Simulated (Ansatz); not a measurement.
# C3HF5: how energies converge with the basis set

One table from this session's results is given with a row withheld; the runs are named, their logs left out.

Computed with Ansatz 0.2.0, Gaussian basis. Level: one geometry, several basis sets.

Levels to be run: PBE0-D4/def2-SVP; ωB97M-V/def2-SVP; PBE0-D4/def2-QZVPP; ωB97M-V/def2-QZVPP; the functionals' def2-TZVPP values are taken from earlier runs.

## The geometry

An earlier PBE0-D4 in a triple-zeta def2 set relaxation fixed the geometry.

SMILES `FC(F)=CC(F)(F)F`, 9 atoms, charge 0, spin multiplicity 1.

Atoms are counted from 1 here; the program's logs count them from 0.

Bond lengths: F1–C2 1.301 Å, C2–F3 1.308 Å, C2–C4 1.320 Å, C4–C5 1.485 Å, C4–H9 1.080 Å, C5–F6 1.342 Å, C5–F7 1.332 Å, C5–F8 1.342 Å. Angles: F1–C2–F3 110.2°, F1–C2–C4 127.1°, F3–C2–C4 122.7°, C2–C4–C5 125.8°, C2–C4–H9 117.9°, C5–C4–H9 116.4°, C4–C5–F6 110.7°, C4–C5–F7 113.7°, C4–C5–F8 110.6°, F6–C5–F7 107.5°, F6–C5–F8 106.5°, F7–C5–F8 107.5°.

The first run:

File in.yaml:

```yaml
crystal:
  periodic: [false, false, false]
  atoms:
    - {symbol: F, position_ang: [0.334175, -2.056543, -0.318700]}
    - {symbol: C, position_ang: [0.600981, -1.120051, 0.543625]}
    - {symbol: F, position_ang: [1.296181, -1.607262, 1.538394]}
    - {symbol: C, position_ang: [0.247084, 0.150059, 0.474492]}
    - {symbol: C, position_ang: [-0.539633, 0.773612, -0.619695]}
    - {symbol: F, position_ang: [-1.675658, 1.306055, -0.143267]}
    - {symbol: F, position_ang: [-0.871741, -0.075778, -1.590608]}
    - {symbol: F, position_ang: [0.147005, 1.780556, -1.181256]}
    - {symbol: H, position_ang: [0.550106, 0.803050, 1.279915]}
basis:
  gaussian: {orbitals: def2-SVP}
hamiltonian: {xc: pbe0, dispersion: d4}
output: {orbitals: {seedname: orbitals}}
```

Launch:

```console
ansatz run in.yaml --threads 4 --pin off --events-out ev --progress --plain --max-ram 11315MiB
```

Steps of the session up to this table: PBE0-D4 in def2-SVP; ωB97M-V in def2-SVP; PBE0-D4 in def2-QZVPP; ωB97M-V in def2-QZVPP.

One of the session's tables, all rows but one given; the rest of the session is left out.

It belongs to the step «Functionals by basis». 

| functional | basis | HOMO (eV) | LUMO (eV) |
| --- | --- | --- | --- |
| PBE0-D4 | def2-SVP | -8.50 | -0.31 |
| PBE0-D4 | def2-TZVPP | -8.57 | -0.42 |
| PBE0-D4 | def2-QZVPP | -8.61 | -0.49 |
| ωB97M-V | def2-SVP | ? | ? |
| ωB97M-V | def2-TZVPP | -10.85 | 1.85 |
| ωB97M-V | def2-QZVPP | -10.89 | 1.76 |

**Question.** Estimate the row for ωB97M-V, def2-SVP.

As computed: HOMO (eV): -10.75; LUMO (eV): 2.02. In the column «HOMO (eV)» it lies between ωB97M-V, def2-TZVPP (-10.85) and PBE0-D4, def2-QZVPP (-8.61).
